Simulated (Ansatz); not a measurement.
**GaSiH3F2 (SMILES [F][Ga]([F])[SiH3]): wB97X/6-31G(d) (spherical functions)**

Aim: the electronic atomisation energy of GaSiH3F2 at wB97X/6-31G* (spherical functions), from 5 runs. 

The calculation is run with Ansatz 0.2.0.

78 further runs of the same task are left out: 1 that didn't finish, 77 set aside as unsound or not needed. Runs told in other sessions of the task aren't counted.

**1. The system as given**

GaSiH3F2 has 7 atoms, charge 0, and is taken as a singlet. As SMILES, `[F][Ga]([F])[SiH3]`. The shape is that of a PBE0-D4/def2-TZVP optimisation.

Bond lengths: F1–Ga2 1.750 Å, Ga2–F3 1.749 Å, Ga2–Si4 2.387 Å, Si4–H5 1.483 Å, Si4–H6 1.483 Å, Si4–H7 1.484 Å. Angles: F1–Ga2–F3 110.4°, F1–Ga2–Si4 124.5°, F3–Ga2–Si4 125.2°, Ga2–Si4–H5 109.3°, Ga2–Si4–H6 108.8°, Ga2–Si4–H7 107.8°, H5–Si4–H6 110.6°, H5–Si4–H7 110.2°, H6–Si4–H7 110.0°.

**2. A single-point energy at wB97X/6-31G(d) (spherical functions)**

Contents of input.yaml:

```yaml
crystal:
  periodic: [false, false, false]
  atoms:
    - {symbol: F, position_ang: [0.337700, -1.716900, 2.042000]}
    - {symbol: Ga, position_ang: [0.749800, -0.872200, 0.566000]}
    - {symbol: F, position_ang: [2.304600, -1.409500, -0.029300]}
    - {symbol: Si, position_ang: [-0.636100, 0.761900, -0.486900]}
    - {symbol: H, position_ang: [0.191200, 1.594100, -1.392900]}
    - {symbol: H, position_ang: [-1.267600, 1.599600, 0.561500]}
    - {symbol: H, position_ang: [-1.679500, 0.043100, -1.260400]}
basis:
  gaussian:
    orbitals: 6-31G_st_-spherical.json
hamiltonian:
  xc: {name: wB97X}
accuracy: high
output: {orbitals: {seedname: orbitals}}
```

The basis set 6-31G* is read from a file made from the Basis Set Exchange's data (not shown).

Started as:

```console
$ ansatz run input.yaml --threads 1 --pin off --max-ram 3480MiB --events-out events.jsonl --progress --plain --runs-dir runs
```

Output:

```text
Warning: RAYON_NUM_THREADS=1 ignored (pool sized by the plan → 1); use --threads N
Functional definition: wB97X
  name "wB97X"
  parameter omega = 0.3/bohr
  parameter cx = 0.157706
  parameter cx1 = 0.726479
  parameter cx2 = 1.04760
  parameter cx3 = -5.70635
  parameter cx4 = 13.2794
  parameter css1 = -4.33879
  parameter css2 = 18.2308
  parameter css3 = -31.7430
  parameter css4 = 17.2901
  parameter cos1 = 2.37031
  parameter cos2 = -11.3995
  parameter cos3 = 6.58405
  parameter cos4 = -3.78132
  exchange = spin_sum(e_x_unif_sr(omega)*poly(b97_u_x, 1 - cx, cx1, cx2, cx3, cx4)) + cx*exact_x_sr(omega)
      + exact_x_lr(omega)
  correlation = spin_sum(e_c_pw_same_spin*poly(b97_u_same, 1, css1, css2, css3, css4))
      + integral(e_c_pw_opposite_spin*poly(b97_u_opposite, 1, cos1, cos2, cos3, cos4))
1770 factors; integrals over basis functions are off by at most 5.7e-9 eV
390 factors; integrals over basis functions are off by at most 1.9e-9 eV
mean field evaluation 1: about -65727.4079 eV, gradient 5.2e1 eV
mean field evaluation 2: about -65724.9936 eV, gradient 7.2e1 eV
mean field evaluation 4: about -65732.1932 eV, gradient 1.1e0 eV
mean field evaluation 8: about -65732.2767 eV, gradient 2.8e-2 eV
mean field evaluation 16: about -65732.2767 eV, gradient 4.6e-6 eV
mean field -65732.27668820 eV, -2415.6166133538 hartree, gradient 4.1e-8 eV, S^2 0.000000; 0 other end points of the search recorded, 0 dependent functions left out
reference -65732.27668404 eV, -2415.6166132009 hartree; 33, 33 occupied and 51, 51 virtual orbitals, 1770 factors
Total energy: -65732.27668404 eV, -2415.6166132009 hartree
```

Wall time 50 s (1 thread of Arm Neoverse N1, shared host); peak memory 0.54 GiB.

**3. The F atom**

Contents of job.yaml:

```yaml
crystal:
  periodic: [false, false, false]
  atoms:
    - {symbol: F, position_ang: [0.000000, 0.000000, 0.000000]}
basis:
  gaussian: {orbitals: 6-31G_st_-spherical.json}
accuracy: high
hamiltonian: {xc: {name: wB97X}}
magnetization: {spin_polarized: true, initial_magnetization: 1}
```

The basis set 6-31G* is read from a file made from the Basis Set Exchange's data (not shown).

Started as:

```console
$ ansatz run job.yaml --threads 1 --pin off --max-ram 3480MiB --events-out events.jsonl --progress --plain --runs-dir runs
```

Output, cut to the lines that bear on the results:

```text
Warning: RAYON_NUM_THREADS=1 ignored (pool sized by the plan → 1); use --threads N
[... 2 set-up lines as earlier in the session ...]
[...]
      + exact_x_lr(omega)
[...]
      + integral(e_c_pw_opposite_spin*poly(b97_u_opposite, 1, cos1, cos2, cos3, cos4))
93 factors; integrals over basis functions are off by at most 1.9e-9 eV
51 factors; integrals over basis functions are off by at most 8.6e-10 eV
[...]
mean field -2712.81481495 eV, -99.6941056374 hartree, gradient 5.8e-8 eV, S^2 0.751077; 0 other end points of the search recorded, 0 dependent functions left out
reference -2712.81481460 eV, -99.6941056248 hartree; 5, 4 occupied and 9, 10 virtual orbitals, 93 factors
Total energy: -2712.81481460 eV, -99.6941056248 hartree
```

Run time: 2 s. Hardware: 1 thread of Arm Neoverse N1, shared host; peak memory 0.13 GiB.

**4. The Ga atom, same level**

Contents of in.yaml:

```yaml
crystal:
  periodic: [false, false, false]
  atoms:
    - {symbol: Ga, position_ang: [0.000000, 0.000000, 0.000000]}
basis:
  gaussian:
    orbitals: 6-31G_st_-spherical.json
hamiltonian:
  xc: {name: wB97X}
magnetization:
  spin_polarized: true
  initial_magnetization: 1
accuracy: high
```

The basis set 6-31G* is read from a file made from the Basis Set Exchange's data (not shown).

Run the same way, it converges to -1924.57418 Eh (log not shown).

**5. The H atom**

Contents of run.yaml:

```yaml
crystal:
  periodic: [false, false, false]
  atoms:
    - {symbol: H, position_ang: [0.000000, 0.000000, 0.000000]}
basis:
  gaussian:
    orbitals: "6-31G*"
magnetization:
  spin_polarized: true
  initial_magnetization: 1
hamiltonian:
  xc: {name: wB97X}
accuracy: high
```

Run the same way, it converges to -0.49932 Eh (log not shown).

**6. The Si atom**

Contents of input.yaml:

```yaml
crystal:
  periodic: [false, false, false]
  atoms:
    - {symbol: Si, position_ang: [0.000000, 0.000000, 0.000000]}
basis:
  gaussian:
    orbitals: 6-31G_st_-spherical.json
magnetization:
  spin_polarized: true
  initial_magnetization: 2
hamiltonian:
  xc: {name: wB97X}
accuracy: high
```

The basis set 6-31G* is read from a file made from the Basis Set Exchange's data (not shown).

Started as:

```console
$ ansatz run input.yaml --threads 1 --pin off --max-ram 3480MiB --events-out events.jsonl --progress --plain --runs-dir runs
```

Output, cut to the lines that bear on the results:

```text
Warning: RAYON_NUM_THREADS=1 ignored (pool sized by the plan → 1); use --threads N
[... 2 set-up lines as earlier in the session ...]
[...]
      + exact_x_lr(omega)
[...]
      + integral(e_c_pw_opposite_spin*poly(b97_u_opposite, 1, cos1, cos2, cos3, cos4))
141 factors; integrals over basis functions are off by at most 2.6e-9 eV
71 factors; integrals over basis functions are off by at most 1.7e-9 eV
[...]
mean field -7873.28386831 eV, -289.3378454568 hartree, gradient 2.3e-9 eV, S^2 2.003303; 0 other end points of the search recorded, 0 dependent functions left out
reference -7873.28386804 eV, -289.3378454471 hartree; 8, 6 occupied and 10, 12 virtual orbitals, 141 factors
Total energy: -7873.28386804 eV, -289.3378454471 hartree
```

Wall time 4.8 s (1 thread of Arm Neoverse N1, shared host); peak memory 0.18 GiB.

**7. Summary of results**

Level: wB97X/6-31G* (spherical functions).

| quantity | value |
| --- | --- |
| molecule: total energy | -2415.61661 Eh |
| molecule: HOMO energy | -11.20 eV |
| molecule: LUMO energy | 0.45 eV |
| molecule: HOMO–LUMO gap | 11.65 eV |
| F atom: total energy | -99.69411 Eh |
| F atom: ⟨S²⟩ | 0.751 |
| Ga atom: total energy | -1924.57418 Eh |
| Ga atom: ⟨S²⟩ | 0.752 |
| H atom: total energy | -0.49932 Eh |
| H atom: ⟨S²⟩ | 0.750 |
| Si atom: total energy | -289.33785 Eh |
| Si atom: ⟨S²⟩ | 2.003 |
| electronic atomisation energy | 22.270 eV |

Taking the molecule apart into free atoms costs 22.27 eV (2149 kJ/mol), before zero-point energy and without spin-orbit coupling.
